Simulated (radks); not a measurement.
# Valence configurations of Rh³⁺

One table from this session's results is given with a row withheld; the runs are named, their logs left out.

Method: scalar-relativistic Kohn-Sham, PBE, spin-polarised, spherical densities, finite nucleus; open shells are filled with parallel spins first. Code: radks (a radial shooting solver on a logarithmic mesh, Libxc functionals) version 1.

### The system

- element: rhodium (Z = 45)
- charge: +3
- electrons: 42
- configuration: [Kr] 4d6
- nuclear rms radius: 4.4945 fm
- others tried: 4d5 5p1; 4d4 5s2; 4d5 5s1; 4d4 5p2; 4d5.5 5s0.5; 4d3 5s2 5p1; 4d4 5s1 5p1; 4d3.5 5s1 5p1.5; 4d3 5s1 5p2

Outer shells as boxes (Hund's rule):

Rh³⁺
```
[Kr] core
4d [↑↓][↑ ][↑ ][↑ ][↑ ]
```

Set-up of the first run:

The run's settings:

```text
Z 45
configuration [Kr] 4d6
relativity scalar-relativistic
functional pbe,pbe
spin polarised
nucleus finite rms 4.4945 fm
c 137.035999084
```

Run with:

```console
> python run_ks.py task.json out
```

This one command runs every case of the session in turn.

Steps of the session up to this table: [Kr] 4d6.

One of the session's tables, all rows but one given; the rest of the session is left out.

It belongs to the step «[Kr] 4d6». From the orbitals of this run (lengths in bohr):

```
  level     <r>  outermost maximum (interpolated)  90 % within  nodes
  3d up  0.3703                             0.291        0.588      0
3d down  0.3702                             0.291        0.588      0
  4s up  0.9742                             0.881         1.41      3
4s down  0.9708                             0.878         1.41      3
  4p up   1.065                             0.942         1.57      2
4p down   1.063                             0.938         1.57      2
  4d up       ?                                 ?            ?      ?
4d down   1.379                              1.11         2.15      1
```

Q: Estimate the row for 4d up from the others.

The run gave: <r>: 1.361; outermost maximum (interpolated): 1.11; 90 % within: 2.10; nodes: 1. In the column «<r>» it lies between 4p up (1.065) and 4d down (1.379).
